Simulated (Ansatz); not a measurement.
GaGe under changes of volume

One of the cells (24.335 Å³/atom); the others are scaled copies at fixed shape and fractional positions:

```xyz
2
Lattice="0.0000 2.8978 2.8978 2.8978 0.0000 2.8978 2.8978 2.8978 0.0000" Properties=species:S:1:pos:R:3 pbc="T T T"
Ge    0.0000    0.0000    0.0000
Ga    1.4489    1.4489    1.4489
```

The cell comes from a database or a generator and needn't be the stable form of this composition.

| Item | Value |
| --- | --- |
| Program | Ansatz 0.2.0 |
| Functional | PBE |
| Potentials or basis | PseudoDojo stringent (PBE files) |
| Cutoff | 1687 eV |
| Density cutoff | 6748 eV |
| k mesh | 8 × 8 × 8 |
| Occupations | fermi-dirac, width 0.05 eV |
| Spin | no spin polarisation |

```tsv
volume (Å³/atom)	energy over the lowest point (meV/atom)	pressure (GPa)
22.875	17.46	3.8
23.361	7.96	2.5
23.848	?	?
24.335	0.00	0.2
24.821	0.74	-0.7
25.308	4.17	-1.5
25.795	9.99	-2.3
```

What does the run at 23.848 Å³/atom give?

Energy over the lowest point 2.28 meV/atom; pressure 1.3 GPa.

Worked out: A Birch-Murnaghan fit of order 3 (a polynomial in V^(-2/3)) to the other rows has its minimum at 24.45 Å³/atom with B0 = V·E''(V) = 49 GPa and B' = 4.9. It gives 2.28 meV/atom at 23.848 Å³/atom, against the run's 2.28, and -dE/dV = 1.3 GPa, against 1.3.

Energies are extrapolated to zero smearing.
